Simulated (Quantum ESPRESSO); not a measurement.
Runs of Quantum ESPRESSO 7.5 on BeSi. The structure is cubic, space group Pm-3m (No. 221). The conventional cell has a = 2.966 Å, b = 2.966 Å, c = 2.966 Å, α = 90.00°, β = 90.00°, γ = 90.00°. Around Be (site symmetry m-3m) lie 8 Si at 2.57 Å. Around Si (site symmetry m-3m) lie 8 Be at 2.57 Å. The cell was built by a generator and needn't be a form met in nature.

```csv
task,level,potentials or basis,cell,cutoff (eV),smearing,most ionic steps,forc conv thr,etot conv thr,ion dynamics,cell dynamics,gap on the mesh (eV),pressure (GPa)
relaxation of cell and atoms,RPBE,PseudoDojo 0.5 SR PBE standard,relaxed to 0.3 kbar,1197,cold 0.136 eV,40,0.0004 Ry/bohr,1e-05 Ry,bfgs,bfgs,none,0.0
single point,PBE,SSSP 1.3 efficiency PBE,as given,748,fermi-dirac 0.05 eV,-,-,-,-,-,none,(a)
real-space fields,optB88-vdW,Ansatz NC SR PBE,as given,1796,cold 0.136 eV,-,-,-,-,-,none,-5.5
band structure,vdW-DF-cx,Ansatz NC SR PBE,as given,1796,gaussian 0.1 eV,-,-,-,-,-,none,-7.7
```

Alike in all rows: no spin polarisation; k mesh 9 × 9 × 9.

Problem. Estimate the missing entries.

Solution. (a) -8.8.

Caveats: the potentials were made for another functional, which shifts forces and pressure (some runs).

A gap of «none» marks a metal or a gap under the smearing width.
